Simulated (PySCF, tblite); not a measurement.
**C6H12O3Si: geometry, infrared bands and NMR shifts**

What infrared bands and NMR shifts should C6H12O3Si (`C[C@H](O[SiH3])C(=O)OC1CC1`) show?

The runs use tblite 0.8.0 and PySCF 2.14.0, with density-fitted response routines of our own; the level of theory stands in each step. All values are computed, except where a source is named. Atoms are numbered from 0 throughout.

## 1. The molecule as given

22 atoms, charge 0, multiplicity 1; geometry from: force field or distance geometry start.

Bonds of the start (Å): C0–C1 1.53, C1–O2 1.41, O2–Si3 1.67, C1–C4 1.54, C4–O5 1.23, C4–O6 1.36, O6–C7 1.45, C7–C8 1.51, C8–C9 1.50, C9–C7 1.50, C0–H10 1.09, C0–H11 1.09, C0–H12 1.10, C1–H13 1.11, Si3–H14 1.48, Si3–H15 1.49, Si3–H16 1.49, C7–H17 1.08, C8–H18 1.08, C8–H19 1.09, C9–H20 1.08, C9–H21 1.09.

## 2. Relaxing the molecule with GFN2-xTB

What the job is given:

```
{"job": {"kind": "relax", "xc": "GFN2-xTB", "basis": "xTB"}, "charge": 0, "multiplicity": 1}
C     -0.963500    -1.495600    -1.528600
C     -1.401300    -0.433500    -0.517100
O     -2.522900     0.220300    -1.055900
Si    -3.533300     1.105100    -0.065300
C     -0.194600     0.475800    -0.202300
O     -0.120400     1.665200    -0.497800
O      0.773700    -0.227100     0.447400
C      1.986000     0.484300     0.792400
C      3.110100    -0.381100     1.298300
C      3.166300     0.200500    -0.081500
H     -0.666400    -1.023100    -2.469600
H     -0.141800    -2.103600    -1.161300
H     -1.814700    -2.156700    -1.754000
H     -1.673500    -0.946500     0.423300
H     -4.211200     2.180700    -0.819300
H     -2.744600     1.650400     1.081500
H     -4.540700     0.176400     0.515900
H      1.886900     1.467700     1.219300
H      2.933700    -1.440200     1.400900
H      3.761600     0.042600     2.061400
H      3.040600    -0.462500    -0.923100
H      3.859400     1.020100    -0.266100
```

Command:

```
$ OMP_NUM_THREADS=1 python probes_run.py task.json out
```

This one command runs all jobs of the session in turn.

**Question.** This job is followed by: GFN2-xTB harmonic vibrations, gas phase; GIAO PBE0/pcSseg-1 NMR shielding, non-relativistic, gas phase. What will the session give for the following? strongest single infrared mode (GFN2-xTB); zero-point energy (GFN2-xTB); ¹³C shifts against TMS (PBE0/pcSseg-1); ¹H shifts against TMS (PBE0/pcSseg-1, means over atoms taken as alike); ¹⁷O shifts against H2O (PBE0/pcSseg-1); ²⁹Si shifts against TMS (PBE0/pcSseg-1).

The runs gave:

```
                                                              quantity                                               value
                             strongest single infrared mode (GFN2-xTB)                               1185 cm⁻¹, 542 km/mol
                                          zero-point energy (GFN2-xTB)                                      105.5 kcal/mol
                                ¹³C shifts against TMS (PBE0/pcSseg-1)               185.3, 70.8, 51.1, 23.5, 7.8, 7.0 ppm
¹H shifts against TMS (PBE0/pcSseg-1, means over atoms taken as alike)  5.29, 5.03, 4.46, 1.36, 0.96, 0.82, 0.75, 0.73 ppm
                                ¹⁷O shifts against H2O (PBE0/pcSseg-1)                              400.6, 210.2, 23.2 ppm
                               ²⁹Si shifts against TMS (PBE0/pcSseg-1)                                           -47.1 ppm
```

Over 172 steps the energy fell by 0.463 eV; of the close pairs, C4–O6 changed most, 1.362 to 1.325 Å. No mode is imaginary among the 60: a minimum at this level. The strongest single mode, at 1185 cm⁻¹, is carried by C4, O6, C1, O2. Unscaled tight-binding wavenumbers are off by several per cent, some by more. Its intensities can rank the bands wrongly. At PBE0/pcSseg-1: The widest tensor belongs to O5: span 646 ppm, with a paramagnetic part of -470 ppm.
